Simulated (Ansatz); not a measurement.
The system is BW.

```
CELL_PARAMETERS angstrom
-1.55750 1.55750 8.46500
1.55750 -1.55750 8.46500
1.55750 1.55750 -8.46500
ATOMIC_POSITIONS crystal
W 0.80300 0.80300 0.00000
W 0.55300 0.05300 0.50000
W 0.94700 0.44700 0.50000
W 0.19700 0.19700 0.00000
B 0.64800 0.64800 0.00000
B 0.39800 0.89800 0.50000
B 0.10200 0.60200 0.50000
B 0.35200 0.35200 0.00000
```

- Program: Ansatz 0.2.0
- Task: single point
- Functional: PBEsol
- Potentials or basis: Ansatz PAW
- Cutoff: 420 eV (not typed: the program's choice for these potentials)
- k mesh: 12 × 12 × 12
- Occupations: fermi-dirac, width 0.05 eV
- Spin: no spin polarisation

On this cell: pressure 3.2 GPa; largest force 2.053 eV/Å; band gap on the k mesh none (metal or under the smearing width).

The same run follows on a disturbed copy (atoms moved at random, drawn with an rms of 0.05 Å):

```xyz
8
Lattice="-1.5575 1.5575 8.4650 1.5575 -1.5575 8.4650 1.5575 1.5575 -8.4650" Properties=species:S:1:pos:R:3 pbc="T T T"
W    -0.0064   -0.0624   13.5909
W     0.0064    1.5771    0.9034
W     0.0088    1.6002    7.5505
W     0.0314    0.0344    3.3658
B    -0.0394   -0.0099   10.9176
B     1.4896   -0.0012    6.7324
B     1.5559    0.0465    1.6966
B    -0.0104    0.0103    6.0181
```

Problem. What changes?

Solution. The energy (extrapolated to zero smearing) moves by +50.8 meV/atom; pressure 5.5 GPa; largest force 3.140 eV/Å; band gap on the k mesh none (metal or under the smearing width).

Forces in eV/Å, atoms in the order of the input:
```
W    0.118  1.242 -0.482
W   -0.546  0.221 -0.878
W   -0.508 -0.548  1.264
W   -0.738 -0.699 -0.311
B    0.769  0.928  2.836
B    1.440 -0.171  2.315
B    0.288 -0.910 -1.713
B   -0.824 -0.064 -3.030
```

Stress tensor (GPa, compression positive):
```
 3.28  0.42  0.94
 0.42  3.59 -0.44
 0.94 -0.44  9.58
```

Caveats: the PAW data sets come from PBE, with cores solved anew for the run's functional, which leaves a small shift of forces and pressure; forces of over 1 eV/Å show positions far from the minimum, so gaps and moduli don't describe the material at rest (some runs).
